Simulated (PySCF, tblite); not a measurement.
# C6H14BNO: geometry, infrared bands and NMR shifts

What infrared bands and NMR shifts should C6H14BNO (`COCB(C)N=C(C)C`) show?

The runs use tblite 0.8.0 and PySCF 2.14.0, with density-fitted response routines of our own; the level of theory stands in each step. All values are computed, except where a source is named. Atoms are numbered from 0 throughout.

**1. The molecule as given**

23 atoms, charge 0, multiplicity 1; geometry from: force field or distance geometry start.

Bonds of the start (Å): C0–O1 1.43, O1–C2 1.41, C2–B3 1.61, B3–C4 1.59, B3–N5 1.53, N5–C6 1.29, C6–C7 1.50, C6–C8 1.50, C0–H9 1.12, C0–H10 1.11, C0–H11 1.10, C2–H12 1.12, C2–H13 1.11, C4–H14 1.11, C4–H15 1.11, C4–H16 1.11, C7–H17 1.12, C7–H18 1.11, C7–H19 1.11, C8–H20 1.12, C8–H21 1.11, C8–H22 1.10.

**2. Geometry optimisation with GFN2-xTB**

Job settings and geometry (Å):

```
{"job": {"kind": "relax", "xc": "GFN2-xTB", "basis": "xTB"}, "charge": 0, "multiplicity": 1}
C      3.681900    -1.041200     0.117800
O      2.328700    -0.735600    -0.213100
C      1.905100     0.343300     0.584900
B      0.368500     0.651400     0.225000
C     -0.044500     2.117800    -0.219100
N     -0.661300    -0.412000     0.629900
C     -1.883800    -0.550200     0.244700
C     -2.662500    -1.683000     0.849500
C     -2.519600     0.306700    -0.811800
H      3.769300    -1.344200     1.188700
H      4.002300    -1.894300    -0.508200
H      4.339300    -0.181300    -0.103000
H      1.945600     0.104600     1.676500
H      2.510700     1.253300     0.371200
H     -0.813000     2.534100     0.467000
H      0.833400     2.796200    -0.188900
H     -0.429800     2.110300    -1.261200
H     -2.164700    -2.655300     0.617200
H     -2.723600    -1.557700     1.952900
H     -3.699200    -1.729400     0.454400
H     -2.673600     1.346900    -0.428000
H     -3.524000    -0.076600    -1.100300
H     -1.889900     0.323200    -1.714800
```

Command:

```bash
$ OMP_NUM_THREADS=1 python probes_run.py task.json out
```

The driver reads the jobs from task.json and runs them one after another.

**Question.** This job is followed by: GFN2-xTB harmonic vibrations, gas phase; GIAO PBE0/pcSseg-1 NMR shielding, non-relativistic, gas phase. What will the session give for the following? strongest single infrared mode (GFN2-xTB); zero-point energy (GFN2-xTB); 13C shifts against TMS (PBE0/pcSseg-1); 1H shifts against TMS (PBE0/pcSseg-1, means over atoms taken as alike); 17O shifts against H2O (PBE0/pcSseg-1); 11B shifts against BF3·OEt2 (PBE0/pcSseg-1); 15N shifts against NH3 (PBE0/pcSseg-1).

As calculated:

| quantity | value |
| --- | --- |
| strongest single infrared mode (GFN2-xTB) | 1949 cm⁻¹, 209 km/mol |
| zero-point energy (GFN2-xTB) | 121.4 kcal/mol |
| 13C shifts against TMS (PBE0/pcSseg-1) | 156.5, 71.9, 63.9, 29.7, 29.4, 0.6 ppm |
| 1H shifts against TMS (PBE0/pcSseg-1, means over atoms taken as alike) | 3.40, 3.24, 1.98, 1.98, 0.23 ppm |
| 17O shifts against H2O (PBE0/pcSseg-1) | 11.7 ppm |
| 11B shifts against BF3·OEt2 (PBE0/pcSseg-1) | 24.7 ppm |
| 15N shifts against NH3 (PBE0/pcSseg-1) | 383.7 ppm |

**Reading.** Relaxing lowered the energy by 1.370 eV in 156 steps; the close pair that moved most is B3–N5, from 1.535 to 1.339 Å. No mode is imaginary among the 63: a minimum at this level. The strongest single mode, at 1949 cm⁻¹, moves mainly N5 and C6. GFN2-xTB is a fitted tight-binding method: band positions and strengths are rough. Its intensities can rank the bands wrongly. The most deshielded hydrogen is H9, H10, H11 (mean) (hydrogen on a methyl carbon bonded to O), at 3.40 ppm: its carbon carries O, which withdraws density. At PBE0/pcSseg-1: Shielding is most anisotropic at N5 (span 293 ppm, paramagnetic term -442 ppm).
